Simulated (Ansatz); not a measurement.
Sn3Te:

```
Te Sn
1.0
    -2.30090    2.30090    5.51649
     2.30090   -2.30090    5.51649
     2.30090    2.30090   -5.51649
Te Sn
1 3
Direct
  0.00000 0.00000 0.00000
  0.50000 0.50000 0.00000
  0.25000 0.75000 0.50000
  0.75000 0.25000 0.50000
```

The cell comes from a database or a generator and needn't be the stable form of this composition.

Program: Ansatz 0.2.0. Alike in all runs: task projected density of states; potentials or basis Ansatz PAW; no spin polarisation; cell as given; k mesh 5 × 5 × 5; smearing fermi-dirac 0.05 eV; the mesh is coarse, so values aren't converged. Hardware: 2 threads of AMD EPYC 9R45 96-Core Processor (Zen 5), on a shared host.

**Question.** Order these runs on this cell by their wall time, lowest first.
A. level r2SCAN; cutoff (eV) 500
B. level LDA; cutoff (eV) 420
C. level r2SCAN0; cutoff (eV) 500
D. level HSE06; cutoff (eV) 420

**Answer.** B (3 s), A (6.7 s), D (49 s), C (200 s).

Caveats: all runs use coarse meshes; the density of states is complete only up to the lowest level of the last band computed.

Not every run made on this cell is shown here.
